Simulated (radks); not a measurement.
**Ionising terbium step by step, Tb⁴⁴⁺ to Tb⁶⁴⁺**

One table from this session's results is given with a row withheld; the runs are named, their logs left out.

Program: radks (a radial shooting solver on a logarithmic mesh, Libxc functionals) version 1. Level of theory: non-relativistic Kohn-Sham, PBE, spin-polarised, spherical densities, point nucleus; open shells are filled with parallel spins first. These are calculated values, not measurements, unless marked.

### The system

| Quantity | Value |
| --- | --- |
| element | terbium (Z = 65) |
| charges | 44 to 64 |
| first configuration | [Ar] 3d3 |
| last configuration | 1s1 |

The outer shells:

Tb⁴⁴⁺
```
[Ar] core
3d [↑ ][↑ ][↑ ][  ][  ]
```

Tb⁶⁴⁺
```
1s [↑ ]
```

Set-up of the first run:

Input:

```text
Z 65
configuration [Ar] 3d3
relativity non-relativistic
functional pbe,pbe
spin polarised
nucleus point
```

Among the steps run: Tb⁴⁴⁺, [Ar] 3d3.

One of the session's tables, all rows but one given; the rest of the session is left out.

It belongs to the step «Tb⁴⁴⁺, [Ar] 3d3». Sizes of the orbitals, from the radial functions (bohr):

| level | <r> | outermost maximum (interpolated) | 90 % within | nodes |
| --- | --- | --- | --- | --- |
| 2p up | 0.08351 | 0.0657 | 0.135 | 0 |
| 2p down | 0.08342 | 0.0657 | 0.135 | 0 |
| 3s up | 0.2397 | 0.226 | 0.347 | 2 |
| 3s down | ? | ? | ? | ? |
| 3p up | 0.2279 | 0.213 | 0.337 | 1 |
| 3p down | 0.2284 | 0.213 | 0.338 | 1 |
| 3d up | 0.1981 | 0.167 | 0.302 | 0 |
| 3d down | 0.1986 | 0.167 | 0.303 | 0 |

Q: Estimate the row for 3s down from the others.

As computed: <r>: 0.2402; outermost maximum (interpolated): 0.227; 90 % within: 0.348; nodes: 2. In the column «<r>» it is the highest.

Caveats from the session: Relativity is left out here, which matters for elements this heavy. Open shells are spherical and high-spin; term and fine-structure splittings are not resolved.
